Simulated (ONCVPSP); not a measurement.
# An ONCV potential for Br, from input to tests

Aim: build the potential from the settings below, then test how well it stands in for the atom: other configurations, scattering, ghost states and the plane-wave cutoff that it needs.

Program: ONCVPSP 4.0.1.1 (patched build). Reference atom: LDA (Perdew-Wang 92), scalar-relativistic, spherical and spin-unpolarised. All values are calculated.

## Step 1: Settings

The settings as typed:

```json
{
 "element": "bromine (Br, Z = 35)",
 "type": "optimised norm-conserving Vanderbilt (ONCV)",
 "frozen core": "[Ne] 3s2",
 "valence charge": "23",
 "reference configuration": "3p6 3d10 4s2 4p4 (charge +1)",
 "partial waves": "4s: rc 1.25 bohr, ncon 5, nbas 8, qcut 4.8 1/bohr, 2 projectors, debl 0.4 Ha; 3p+4p: rc 1.00 bohr, ncon 4, nbas 9, qcut 14.6 1/bohr, 3 projectors, debl 3.9 Ha; 3d: rc 0.75 bohr, ncon 5, nbas 10, qcut 22.4 1/bohr, 2 projectors, debl 3.4 Ha; f scattering state at 0.3 Ha: rc 1.20 bohr, ncon 4, nbas 9, qcut 10.2 1/bohr, 1 projector",
 "local potential": "polynomial inside 0.70 bohr (lpopt 5, dvloc0 4 Ha)",
 "core correction": "polynomial model core, fcfact 0.75"
}
```

The nodes and maxima of the atom's own shells, from an earlier all-electron run, set the scale for the radii.

All-electron outer shells of the reference configuration (LDA (PZ), scalar-relativistic, ld1.x):

```
shell  level (eV)  outermost node (bohr)  outermost maximum (bohr)
   2p    -1539.16                      –                      0.13
   3s     -248.42                   0.23                      0.48
   3p     -184.43                   0.21                      0.48
   3d      -78.20                      –                      0.43
   4s      -30.59                   0.67                      1.39
   4p      -17.64                   0.70                      1.62
```

## Step 2: Generating the potential

File Br.dat:

```
# ATOM AND REFERENCE CONFIGURATION
# atsym  z   nc   nv     iexc    psfile
  Br 35.00    4    4  -001012      upf
#
#   n    l    f
    1    0    2.00
    2    0    2.00
    2    1    6.00
    3    0    2.00
    3    1    6.00
    3    2   10.00
    4    0    2.00
    4    1    4.00
#
# PSEUDOPOTENTIAL AND OPTIMIZATION
# lmax
    3
#
#   l,   rc,      ep,       ncon, nbas, qcut
    0    1.25    0.00    5    8    4.80
    1    1.00    0.00    4    9   14.60
    2    0.75    0.00    5   10   22.40
    3    1.20    0.30    4    9   10.20
#
# LOCAL POTENTIAL
# lloc, lpopt,  rc(5),   dvloc0
    4    5    0.70    4.00
#
# VANDERBILT-KLEINMAN-BYLANDER PROJECTORs
# l, nproj, debl
    0    2    0.40
    1    3    3.90
    2    2    3.40
    3    1    0.40
#
# MODEL CORE CHARGE
# icmod, fcfact, rcfact
    1    0.75    0.00
#
# LOG DERIVATIVE ANALYSIS
# epsh1, epsh2, depsh
   -8.00    5.00    0.04
#
# OUTPUT GRID
# rlmax, drl
    6.00    0.01
#
# TEST CONFIGURATIONS
# ncnf
    4
# nvcnf
#   n    l    f
    4
    3    1    6.00
    3    2   10.00
    4    0    2.00
    4    1    5.00
#
    4
    3    1    6.00
    3    2   10.00
    4    0    2.00
    4    1    3.00
#
    4
    3    1    6.00
    3    2   10.00
    4    0    2.00
    4    1    2.00
#
    4
    3    1    6.00
    3    2   10.00
    4    0    1.00
    4    1    6.00
#
```

Command:

```bash
oncvpsp.x < Br.dat > Br.out
```

Before running it: what results should come out? Wanted: cutoffs for 1 and 0.1 mHa per electron, occupied waves; bound ghosts; GHOST(+) flags; largest test error; largest phase difference near zero energy, channels read; rms error of d²Exc/dn², without and with the model core; projector energies reset by the program.

**Answer**, as computed:

| quantity | value |
| --- | --- |
| cutoffs for 1 and 0.1 mHa per electron, occupied waves | 203 Ha and 225 Ha |
| bound ghosts | s at -1265.31 eV, s at -198.79 eV |
| GHOST(+) flags | s at 969 eV |
| largest test error (AE − PS) | -13 meV, for 3p6 3d10 4s1 4p6 |
| largest phase difference near zero energy, channels read | 0.000 rad |
| rms error of d²Exc/dn², without and with the model core | 4.44 and 1.12 mHa |
| projector energies reset by the program | s: -1.124, 0.250 Ha |

What this shows: A bound ghost (s) makes it unfit for use: electrons can fall into a state that the atom doesn't have. By total energies transferability is good: the largest error is 13 meV on 0.3 eV, for 3p6 3d10 4s1 4p6. Atomic tests can pass in spite of a ghost, since they solve only for the levels asked. The potential is very hard: the looser tolerance needs 203 Ha. At the looser tolerance the 3d wave is the slowest; 4s needs 96 Ha. Near zero energy the phases of the channels with partial waves agree within 0.001 rad. The pseudo curves have a pole with no partner nearby in the atom's: s at -7.22 Ha. The program also flags highly localised states, GHOST(+) (s). All of this concerns the isolated atom, not yet a solid.
